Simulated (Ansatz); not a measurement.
# ClGaH6N2O: the cost of one run

All numbers below are computed with Ansatz 0.2.0 (RKS revPBE/def2-SVP).

1 further run of the same task is left out (it didn't finish).

### Step 1. The system as given

Bond lengths: Ga1–O2 2.140 Å, O2–H3 1.010 Å, Ga1–N4 1.930 Å, N4–H5 1.060 Å, N4–H6 1.060 Å, Ga1–N7 1.930 Å, N7–H8 1.060 Å, N7–H9 1.060 Å, Ga1–Cl10 2.540 Å. Angles: Ga1–O2–H3 109.5°, O2–Ga1–N4 120.0°, O2–Ga1–N7 120.0°, O2–Ga1–Cl10 71.6°, N4–Ga1–N7 120.0°, N4–Ga1–Cl10 96.8°, N7–Ga1–Cl10 101.3°, Ga1–N4–H5 120.0°, Ga1–N4–H6 120.0°, H5–N4–H6 120.0°, Ga1–N7–H8 120.0°, Ga1–N7–H9 120.0°, H8–N7–H9 120.0°.

Coordinates:

```xyz
11

Ga    0.0000    0.0000    0.0000
O     0.0000    0.0000    2.1400
H    -0.9095   -0.2814    2.4771
N     1.6714    0.0000   -0.9650
H     2.1380   -0.9179   -1.2168
H     2.1227    0.9179   -1.2432
N    -1.6714    0.0000   -0.9650
H    -2.3403   -0.8164   -0.8664
H    -1.9204    0.8164   -1.5936
Cl    0.1138    2.4077    0.8009
H     0.0599    1.2670    1.9489
```

### Step 2. Pulling towards end A

Springs on the bonds that form and break draw the guess towards this end; the thresholds are loose.

Input file input.yaml:

```yaml
crystal:
  periodic: [false, false, false]
  atoms:
    - { symbol: Ga, position_ang: [0.0, 0.0, 0.0] }
    - { symbol: O, position_ang: [0.0, 0.0, 2.14] }
    - { symbol: H, position_ang: [-0.9095, -0.2814, 2.4771] }
    - { symbol: "N", position_ang: [1.6714, 0.0, -0.965] }
    - { symbol: H, position_ang: [2.138, -0.9179, -1.2168] }
    - { symbol: H, position_ang: [2.1227, 0.9179, -1.2432] }
    - { symbol: "N", position_ang: [-1.6714, 0.0, -0.965] }
    - { symbol: H, position_ang: [-2.3403, -0.8164, -0.8664] }
    - { symbol: H, position_ang: [-1.9204, 0.8164, -1.5936] }
    - { symbol: Cl, position_ang: [0.1138, 2.4077, 0.8009] }
    - { symbol: H, position_ang: [0.0599, 1.267, 1.9489] }
basis:
  gaussian: { orbitals: def2-SVP }
hamiltonian:
  xc: revpbe
relax:
  f_tol: 0.15
  max_steps: 25
  restrain:
    - { distance: [0, 9], at: 3.44, k: 30.0 }
    - { distance: [10, 1], at: 2.21, k: 30.0 }
    - { distance: [0, 1], at: 1.79, k: 30.0 }
    - { distance: [10, 9], at: 1.37, k: 30.0 }
output:
  orbitals: {}
```

Launch:

```console
$ ansatz run input.yaml --threads 4 --pin off --max-ram 5120MiB --backend cpu --events-out ev --progress --plain --runs-dir out
```

What time and memory should one allow on 4 threads of Intel Xeon Platinum 8375C at 2.90GHz (Ice Lake), shared host?

About 12 s, with a peak of 0.2 GiB.
